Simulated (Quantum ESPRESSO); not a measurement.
# TaVN2 (P4/mmm) in Quantum ESPRESSO: band structure with r2SCAN

Aim: the band structure of TaVN2 with r2SCAN.

All numbers are computed with Quantum ESPRESSO 7.5; they aren't measurements. Logs are shortened: lines on timing, memory, paths and dates and some standing lists are left out, and cuts for length are marked.

## (1) The structure

Symmetry: P4/mmm, No. 123, tetragonal system. Conventional cell: a = 3.050 Å, b = 3.050 Å, c = 4.296 Å, α = 90.00°, β = 90.00°, γ = 90.00°. Around Ta (site symmetry 4/mmm) lie 6 N at 2.15 to 2.16 Å. V (site symmetry 4/mmm) is surrounded by 6 N at 2.15 to 2.16 Å. N (site symmetry 4/mmm) has 2 V at 2.15 Å and 4 Ta at 2.16 Å as nearest neighbours. Around N (site symmetry 4/mmm) lie 2 Ta at 2.15 Å and 4 V at 2.16 Å.

The cell comes from a database or a generator and needn't be the stable form of this composition.

## (2) Band structure, r2SCAN, collinear spin, ferromagnetic start

The input, pw.in:

```
&CONTROL
  calculation = 'scf'
  prefix = 'pwscf'
  outdir = './tmp'
  pseudo_dir = './pseudo'
  tprnfor = .true.
  disk_io = 'low'
/
&SYSTEM
  ibrav = 0
  celldm(1) = 8
  nat = 4
  ntyp = 3
  ecutwfc = 88
  nbnd = 37
  input_dft = 'r2scan'
  occupations = 'smearing'
  smearing = 'fd'
  degauss = 0.00367493
  nspin = 2
  starting_magnetization(1) = 0
  starting_magnetization(2) = 0.1538
  starting_magnetization(3) = 0
  nosym = .true.
/
&ELECTRONS
  conv_thr = 1d-08
  electron_maxstep = 120
  mixing_beta = 0.3
/
ATOMIC_SPECIES
Ta   180.9479 Ta_ONCV_PBE-1.2.upf
V     50.9415 V_ONCV_PBE-1.2.upf
N     14.0070 N_ONCV_PBE-1.2.upf
CELL_PARAMETERS alat
  0.7204266683168   0.0000000000000   0.0000000000000
  0.0000000000000   0.7204266683168   0.0000000000000
  0.0000000000000   0.0000000000000   1.0147975743015
ATOMIC_POSITIONS crystal
Ta     0.0000000000    0.0000000000    0.0000000000
V      0.5000000000    0.5000000000    0.5000000000
N      0.5000000000    0.5000000000    0.0000000000
N      0.0000000000    0.0000000000    0.5000000000
K_POINTS automatic
5 5 3 0 0 0
```

The input, bands.in:

```
&CONTROL
  calculation = 'bands'
  prefix = 'pwscf'
  outdir = './tmp'
  pseudo_dir = './pseudo'
  disk_io = 'low'
  verbosity = 'high'
/
&SYSTEM
  ibrav = 0
  celldm(1) = 8
  nat = 4
  ntyp = 3
  ecutwfc = 88
  nbnd = 37
  input_dft = 'r2scan'
  occupations = 'smearing'
  smearing = 'fd'
  degauss = 0.00367493
  nspin = 2
  starting_magnetization(1) = 0
  starting_magnetization(2) = 0.1538
  starting_magnetization(3) = 0
  nosym = .true.
/
&ELECTRONS
  conv_thr = 1d-08
  electron_maxstep = 120
  mixing_beta = 0.3
  diago_full_acc = .true.
  startingwfc = 'random'
/
ATOMIC_SPECIES
Ta   180.9479 Ta_ONCV_PBE-1.2.upf
V     50.9415 V_ONCV_PBE-1.2.upf
N     14.0070 N_ONCV_PBE-1.2.upf
CELL_PARAMETERS alat
  0.7204266683168   0.0000000000000   0.0000000000000
  0.0000000000000   0.7204266683168   0.0000000000000
  0.0000000000000   0.0000000000000   1.0147975743015
ATOMIC_POSITIONS crystal
Ta     0.0000000000    0.0000000000    0.0000000000
V      0.5000000000    0.5000000000    0.5000000000
N      0.5000000000    0.5000000000    0.0000000000
N      0.0000000000    0.0000000000    0.5000000000
K_POINTS crystal
60
 0.0000000000  0.0000000000  0.0000000000 1
 0.0000000000  0.0833333333  0.0000000000 1
 0.0000000000  0.1666666667  0.0000000000 1
 0.0000000000  0.2500000000  0.0000000000 1
 0.0000000000  0.3333333333  0.0000000000 1
 0.0000000000  0.4166666667  0.0000000000 1
 0.0000000000  0.5000000000  0.0000000000 1
 0.0833333333  0.5000000000  0.0000000000 1
 0.1666666667  0.5000000000  0.0000000000 1
 0.2500000000  0.5000000000  0.0000000000 1
 0.3333333333  0.5000000000  0.0000000000 1
 0.4166666667  0.5000000000  0.0000000000 1
 0.5000000000  0.5000000000  0.0000000000 1
 0.4444444444  0.4444444444  0.0000000000 1
 0.3888888889  0.3888888889  0.0000000000 1
 0.3333333333  0.3333333333  0.0000000000 1
 0.2777777778  0.2777777778  0.0000000000 1
 0.2222222222  0.2222222222  0.0000000000 1
 0.1666666667  0.1666666667  0.0000000000 1
 0.1111111111  0.1111111111  0.0000000000 1
 0.0555555556  0.0555555556  0.0000000000 1
 0.0000000000  0.0000000000  0.0000000000 1
 0.0000000000  0.0000000000  0.1250000000 1
 0.0000000000  0.0000000000  0.2500000000 1
 0.0000000000  0.0000000000  0.3750000000 1
 0.0000000000  0.0000000000  0.5000000000 1
 0.0000000000  0.0833333333  0.5000000000 1
 0.0000000000  0.1666666667  0.5000000000 1
 0.0000000000  0.2500000000  0.5000000000 1
 0.0000000000  0.3333333333  0.5000000000 1
 0.0000000000  0.4166666667  0.5000000000 1
 0.0000000000  0.5000000000  0.5000000000 1
 0.0714285714  0.5000000000  0.5000000000 1
 0.1428571429  0.5000000000  0.5000000000 1
 0.2142857143  0.5000000000  0.5000000000 1
 0.2857142857  0.5000000000  0.5000000000 1
 0.3571428571  0.5000000000  0.5000000000 1
 0.4285714286  0.5000000000  0.5000000000 1
 0.5000000000  0.5000000000  0.5000000000 1
 0.4500000000  0.4500000000  0.5000000000 1
 0.4000000000  0.4000000000  0.5000000000 1
 0.3500000000  0.3500000000  0.5000000000 1
 0.3000000000  0.3000000000  0.5000000000 1
 0.2500000000  0.2500000000  0.5000000000 1
 0.2000000000  0.2000000000  0.5000000000 1
 0.1500000000  0.1500000000  0.5000000000 1
 0.1000000000  0.1000000000  0.5000000000 1
 0.0500000000  0.0500000000  0.5000000000 1
 0.0000000000  0.0000000000  0.5000000000 1
 0.0000000000  0.5000000000  0.0000000000 1
 0.0000000000  0.5000000000  0.1000000000 1
 0.0000000000  0.5000000000  0.2000000000 1
 0.0000000000  0.5000000000  0.3000000000 1
 0.0000000000  0.5000000000  0.4000000000 1
 0.0000000000  0.5000000000  0.5000000000 1
 0.5000000000  0.5000000000  0.0000000000 1
 0.5000000000  0.5000000000  0.1250000000 1
 0.5000000000  0.5000000000  0.2500000000 1
 0.5000000000  0.5000000000  0.3750000000 1
 0.5000000000  0.5000000000  0.5000000000 1
```

Potentials or basis: SG15 PBE 1.2.

The run is started by

```
$ OMP_NUM_THREADS=1 mpirun -n 2 pw.x -nk 2 -in pw.in > pw.out
$ OMP_NUM_THREADS=1 mpirun -n 2 pw.x -nk 2 -in bands.in > bands.out
```

pw.out:

```text
This program is part of the open-source Quantum ESPRESSO suite
     for quantum simulation of materials; please cite
         "P. Giannozzi et al., J. Phys.:Condens. Matter 21 395502 (2009);
         "P. Giannozzi et al., J. Phys.:Condens. Matter 29 465901 (2017);
         "P. Giannozzi et al., J. Chem. Phys. 152 154105 (2020);
     in publications or presentations arising from this work. More details at

     IMPORTANT: XC functional enforced from input :
     Exchange-correlation= R2SCAN
                           (   0   0   0   0   0 497 498)
     Any further DFT definition will be discarded
     Please, verify this is what you really want

     K-points division:     npool     =       2
     Subspace diagonalization in iterative solution of the eigenvalue problem:
     a serial algorithm will be used

     G-vector sticks info
     --------------------
     sticks:   dense  smooth     PW     G-vecs:    dense   smooth      PW
     Sum         941     941    261                30109    30109    4573

     Using Slab Decomposition

     bravais-lattice index     =            0
     lattice parameter (alat)  =       8.0000  a.u.
     unit-cell volume          =     269.6677 (a.u.)^3
     number of atoms/cell      =            4
     number of atomic types    =            3
     number of electrons       =        50.00
     number of Kohn-Sham states=           37
     kinetic-energy cutoff     =      88.0000  Ry
     charge density cutoff     =     352.0000  Ry
     scf convergence threshold =      1.0E-08
     mixing beta               =       0.3000
     number of iterations used =            8  plain     mixing
     Exchange-correlation= R2SCAN
                           (   0   0   0   0   0 497 498)

     celldm(1)=   8.000000  celldm(2)=   0.000000  celldm(3)=   0.000000
     celldm(4)=   0.000000  celldm(5)=   0.000000  celldm(6)=   0.000000

     crystal axes: (cart. coord. in units of alat)
               a(1) = (   0.720427   0.000000   0.000000 )
               a(2) = (   0.000000   0.720427   0.000000 )
               a(3) = (   0.000000   0.000000   1.014798 )

     reciprocal axes: (cart. coord. in units 2 pi/alat)
               b(1) = (  1.388066  0.000000  0.000000 )
               b(2) = (  0.000000  1.388066  0.000000 )
               b(3) = (  0.000000  0.000000  0.985418 )

     PseudoPot. # 1 for Ta read from file:
     Ta_ONCV_PBE-1.2.upf
     Pseudo is Norm-conserving, Zval = 27.0
     Generated using ONCVPSP code by D. R. Hamann
     Using radial grid of  602 points,  8 beta functions with:
                l(1) =   0
                l(2) =   0
                l(3) =   1
                l(4) =   1
                l(5) =   2
                l(6) =   2
                l(7) =   3
                l(8) =   3

     PseudoPot. # 2 for V  read from file:
     V_ONCV_PBE-1.2.upf
     Pseudo is Norm-conserving, Zval = 13.0
     Generated using ONCVPSP code by D. R. Hamann
     Using radial grid of  602 points,  6 beta functions with:
                l(1) =   0
                l(2) =   0
                l(3) =   1
                l(4) =   1
                l(5) =   2
                l(6) =   2

     PseudoPot. # 3 for N  read from file:
     N_ONCV_PBE-1.2.upf
     Pseudo is Norm-conserving, Zval =  5.0
     Generated using ONCVPSP code by D. R. Hamann
     Using radial grid of  602 points,  4 beta functions with:
                l(1) =   0
                l(2) =   0
                l(3) =   1
                l(4) =   1

     atomic species   valence    mass     pseudopotential
     Ta               27.00   180.94790     Ta( 1.00)
     V                13.00    50.94150     V ( 1.00)
     N                 5.00    14.00700     N ( 1.00)

     Starting magnetic structure
     atomic species   magnetization
     Ta              0.000
     V               0.154
     N               0.000

     No symmetry found

   Cartesian axes

     site n.     atom                  positions (alat units)
         1        Ta     tau(   1) = (   0.0000000   0.0000000   0.0000000  )
         2        V      tau(   2) = (   0.3602133   0.3602133   0.5073988  )
         3        N      tau(   3) = (   0.3602133   0.3602133   0.0000000  )
         4        N      tau(   4) = (   0.0000000   0.0000000   0.5073988  )

     number of k points=    38  Fermi-Dirac smearing, width (Ry)=  0.0037
                       cart. coord. in units 2pi/alat
        k(    1) = (   0.0000000   0.0000000   0.0000000), wk =   0.0133333
        k(    2) = (   0.0000000   0.0000000   0.3284727), wk =   0.0266667
        k(    3) = (   0.0000000   0.2776133   0.0000000), wk =   0.0266667
        k(    4) = (   0.0000000   0.2776133   0.3284727), wk =   0.0266667
        k(    5) = (   0.0000000   0.2776133  -0.3284727), wk =   0.0266667
        k(    6) = (   0.0000000   0.5552265   0.0000000), wk =   0.0266667
[... 30 lines left out ...]
        k(   37) = (   0.5552265  -0.2776133   0.3284727), wk =   0.0266667
        k(   38) = (   0.5552265  -0.2776133  -0.3284727), wk =   0.0266667

     Dense  grid:    30109 G-vectors     FFT dimensions: (  36,  36,  50)

     WARNING: libxc functional with ID  497 depends
      on external parameters: check the user_guide of
      QE if you need to modify them or to check their
      default values.

     WARNING: libxc functional with ID  498 depends
      on external parameters: check the user_guide of
      QE if you need to modify them or to check their
      default values.
     Generating pointlists ...
     new r_m :   0.2093 (alat units)  1.6744 (a.u.) for type    1
     new r_m :   0.2093 (alat units)  1.6744 (a.u.) for type    2
     new r_m :   0.2093 (alat units)  1.6744 (a.u.) for type    3

     Initial potential from superposition of free atoms

     starting charge      49.8205, renormalised to      50.0000
     Starting wfcs are random

     Self-consistent Calculation

     iteration #  1     ecut=    88.00 Ry     beta= 0.30
     Davidson diagonalization with overlap
     ethr =  1.00E-02,  avg # of iterations = 10.5

     total energy              =    -677.34470475 Ry
     estimated scf accuracy    <      23.71896956 Ry

     total magnetization       =     1.27 Bohr mag/cell
     absolute magnetization    =     1.55 Bohr mag/cell
[... 158 lines left out ...]
     total magnetization       =     2.15 Bohr mag/cell
     absolute magnetization    =     2.46 Bohr mag/cell

     iteration # 18     ecut=    88.00 Ry     beta= 0.30
     Davidson diagonalization with overlap
     ethr =  5.07E-11,  avg # of iterations =  1.3

     Magnetic moment per site  (integrated on atomic sphere of radius R)
     atom   1 (R=0.209)  charge= 22.1079  magn= -0.0784
     atom   2 (R=0.209)  charge= 10.3201  magn=  1.8094
     atom   3 (R=0.209)  charge=  4.8858  magn= -0.0032
     atom   4 (R=0.209)  charge=  4.8314  magn=  0.0524

     End of self-consistent calculation

 ------ SPIN UP ------------

          k = 0.0000 0.0000 0.0000 (  3777 PWs)   bands (ev):

   -47.1232 -43.7463 -16.8331 -16.6939 -16.6939 -13.4281 -13.2329 -13.2329
     3.6515   3.6515   3.6800   3.6850   3.6911   3.7186   3.7186   5.0369
     6.6837  17.5863  19.4954  20.0684  20.0684  21.3425  21.4853  21.4853
    22.1326  22.1326  22.1604  24.4500  24.4823  25.9959  26.1325  26.1325
    27.8931  28.4397  33.0771  35.5546  36.6312

          k = 0.0000 0.0000 0.3285 (  3760 PWs)   bands (ev):
[... 289 lines left out ...]
   -47.0920 -43.7298 -16.8359 -16.8132 -16.7274 -13.6674 -13.3995 -13.3421
     3.6137   3.6733   3.6750   3.6828   3.6898   3.7080   3.7099   6.9622
     7.8290  15.6062  15.8628  17.4094  17.5567  18.4020  18.6121  22.9729
    23.6487  24.0683  25.5894  26.1294  26.4316  27.4664  28.2912  29.6758
    31.5292  32.9635  33.1755  36.3905  36.6657

 ------ SPIN DOWN ----------

          k = 0.0000 0.0000 0.0000 (  3777 PWs)   bands (ev):

   -47.1836 -41.5981 -14.1880 -13.9263 -13.9263 -13.4396 -13.2986 -13.2986
     3.5661   3.6075   3.6108   3.6108   3.6376   3.6429   3.6429   5.0705
     6.7831  17.7619  19.8211  20.1081  20.1081  21.4985  21.4985  21.5401
    23.6569  23.6569  25.0316  25.0800  25.3295  26.7829  28.2300  28.4010
    28.4010  29.0636  33.8321  35.9440  36.7906

          k = 0.0000 0.0000 0.3285 (  3760 PWs)   bands (ev):
[... 289 lines left out ...]
   -47.1523 -41.5810 -14.1646 -14.1126 -13.9543 -13.6774 -13.4452 -13.4152
     3.5733   3.5823   3.5972   3.6131   3.6326   3.6332   3.6439   6.9798
     7.9568  15.7593  16.0653  17.5584  17.8212  18.6173  18.9614  24.5112
    25.4683  26.2527  27.6391  27.6978  27.9923  28.7485  29.5444  29.7848
    31.6918  33.2693  33.7205  37.0081  37.3706

     the Fermi energy is    24.2510 ev

!    total energy              =    -677.76387335 Ry
     estimated scf accuracy    <          9.7E-09 Ry
     smearing contrib. (-TS)   =      -0.00086337 Ry
     internal energy E=F+TS    =    -677.76300998 Ry

     The total energy is F=E-TS. E is the sum of the following terms:
     one-electron contribution =    -197.01964607 Ry
     hartree contribution      =     145.91114262 Ry
     xc contribution           =     -67.10186611 Ry
     ewald contribution        =    -559.55264042 Ry

     total magnetization       =     2.15 Bohr mag/cell
     absolute magnetization    =     2.46 Bohr mag/cell

     convergence has been achieved in  18 iterations

     Forces acting on atoms (cartesian axes, Ry/au):

     atom    1 type  1   force =    -0.00000003    0.00000003    0.00000009
     atom    2 type  2   force =    -0.00000008    0.00000003   -0.00000001
     atom    3 type  3   force =    -0.00000002   -0.00000006   -0.00000010
     atom    4 type  3   force =     0.00000012    0.00000001    0.00000002

     Total force =     0.000000     Total SCF correction =     0.000001
     SCF correction compared to forces is large: reduce conv_thr to get better values

=------------------------------------------------------------------------------=
   JOB DONE.
=------------------------------------------------------------------------------=
```

Wall time 11 min (2 MPI ranks of Arm Neoverse V1, shared host); peak memory 0.42 GiB.

What came out:

* Free energy: -9221.4473 eV
* Band gap on the k mesh: none (metal or under the smearing width)
* Net moment: 2.15 μB per cell
* Absolute moment: 2.46 μB per cell
* Site moments: Ta -0.08; V +1.81; N -0.00, +0.05 μB
* Valence electrons inside the program's atomic spheres: Ta 22.11; V 10.32; N 4.89, 4.83

Levels at the corners of the path, in eV from the Fermi level:
Spin up:
```
point  band 24  band 25  band 26  band 27  band 28  band 29
    Γ    -2.77    -2.12    -2.12    -2.09     0.20     0.23
    X    -1.07    -0.08     0.02     0.91     1.63     1.86
    M    -4.04    -3.61     0.05     1.16     1.45     1.45
    Γ    -2.77    -2.12    -2.12    -2.09     0.20     0.23
    Z    -3.96    -3.19    -0.16    -0.16     0.67     1.23
    R    -0.36    -0.14     0.03     2.24     2.39     2.80
    A    -0.85    -0.85     0.06     0.86     0.86     2.29
    Z    -3.96    -3.19    -0.16    -0.16     0.67     1.23
    X    -1.07    -0.08     0.02     0.91     1.63     1.86
    R    -0.36    -0.14     0.03     2.24     2.39     2.80
    M    -4.04    -3.61     0.05     1.16     1.45     1.45
    A    -0.85    -0.85     0.06     0.86     0.86     2.29
```
Spin down:
```
point  band 20  band 21  band 22  band 23  band 24  band 25  band 26  band 27  band 28  band 29
    Γ    -4.14    -4.14    -2.75    -2.75    -2.71    -0.59    -0.59     0.78     0.83     1.08
    X    -6.91    -6.83    -4.98    -4.67     0.75     1.52     2.08     2.74     2.82     3.10
    M    -4.54    -3.99    -3.99    -3.67    -3.67    -3.31     2.50     2.52     3.64     4.16
    Γ    -4.14    -4.14    -2.75    -2.75    -2.71    -0.59    -0.59     0.78     0.83     1.08
    Z    -4.16    -4.16    -4.12    -4.08    -4.08    -0.01     1.19     2.08     2.40     2.40
    R    -7.51    -7.14    -5.56    -5.54     2.20     2.28     2.65     3.54     3.68     3.85
    A    -6.62    -6.12    -5.92    -5.92     0.75     0.75     2.19     2.19     3.65     3.77
    Z    -4.16    -4.16    -4.12    -4.08    -4.08    -0.01     1.19     2.08     2.40     2.40
    X    -6.91    -6.83    -4.98    -4.67     0.75     1.52     2.08     2.74     2.82     3.10
    R    -7.51    -7.14    -5.56    -5.54     2.20     2.28     2.65     3.54     3.68     3.85
    M    -4.54    -3.99    -3.99    -3.67    -3.67    -3.31     2.50     2.52     3.64     4.16
    A    -6.62    -6.12    -5.92    -5.92     0.75     0.75     2.19     2.19     3.65     3.77
```

Caveat: the k mesh is coarse (spacing up to 0.49 Å⁻¹), so the values aren't converged; spin-orbit coupling is left out, which moves the levels of the heavy elements. With open d or f shells a metallic result of r2SCAN can be an artefact of self-interaction; +U or a hybrid may open a gap.
